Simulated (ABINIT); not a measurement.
A run of ABINIT 10.8.3 (patched build) is set up as follows.

File run.abi:

```
# Pseudopotentials
pp_dirpath "./"
pseudos "Ru.GGA_PBE-JTH.xml, Au.GGA_PBE-JTH.xml"

# Structure
acell 5.9806241365 5.9806241365 5.9806241365
rprim
     1.0000000000     0.0000000000     0.0000000000
     0.0000000000     1.0000000000     0.0000000000
     0.0000000000     0.0000000000     1.0000000000
ntypat 2
znucl 44 79
natom 2
typat 1 2
xcart
     0.0274211617    -0.0171584106     0.0246401714
     2.9029650527     2.9841281029     2.9729204132
chkprim 0
chksymtnons 0
tolsym 1.0e-6

# Plane-wave basis
ecut 20.0
pawecutdg 40.0
pawxcdev 0

# k points
kptopt 1
ngkpt 8 8 8
nshiftk 1
shiftk 0.0 0.0 0.0

# Exchange and correlation
ixc 11

# Bands and occupations
nband 18
occopt 3
tsmear 0.05 eV

# SCF cycle
nstep 100
tolvrs 1.0e-9

# Output
iomode 3
prtwf 0
prtden 0
prteig 0
prtebands 0
enunit 1
```

Potentials or basis: JTH PAW PBE v2.0.

Run with:

```console
$ abinit run.abi > log 2>&1
```

Predict the largest force.

0.557 eV/Å.

What does it give for the pressure?

1.0 GPa.

Predict the band gap on the k mesh.

none (metal or under the smearing width).

Stress tensor (GPa, compression positive):
```
 0.81 -0.07  0.25
-0.07  1.11 -0.03
 0.25 -0.03  1.08
```

Spin-orbit coupling is left out, which matters for the levels of Au.
